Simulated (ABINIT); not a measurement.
Crystal: MoS2.

```
Mo S
1.0
     3.16900    0.00000    0.00000
    -1.58450    2.74443    0.00000
     0.00000    0.00000   12.32400
Mo S
2 4
Direct
  0.33333 0.66667 0.25000
  0.66667 0.33333 0.75000
  0.33333 0.66667 0.62300
  0.66667 0.33333 0.12300
  0.33333 0.66667 0.87700
  0.66667 0.33333 0.37700
```

Base run:

```yaml
Program: ABINIT 10.8.3 (patched build)
Functional: PBE
Potentials_or_basis: PseudoDojo NC SR PBE v0.4.1 standard
Cutoff: 1088 eV
k_mesh: 8 × 8 × 2
Occupations: fermi-dirac, width 0.05 eV
Spin: no spin polarisation
```

Its results: band gap on the k mesh 0.98 eV, indirect (least direct gap 1.93 eV); pressure 2.0 GPa; largest force 0.057 eV/Å.

Task: The run is repeated on the same cell with these changes: functional from PBE to LDA; potentials or basis from PseudoDojo NC SR PBE v0.4.1 standard to PseudoDojo NC SR LDA v0.4.1 standard. What comes out?

Result: Band gap on the k mesh 0.91 eV, indirect (least direct gap 1.93 eV); pressure -5.6 GPa; largest force 0.471 eV/Å.

Caveats: this functional lacks dispersion, which binds the layers, so the pressure and a relaxed spacing across them are unreliable (some runs).

A k mesh can miss the band edges.

Not every run made on this cell is shown here.
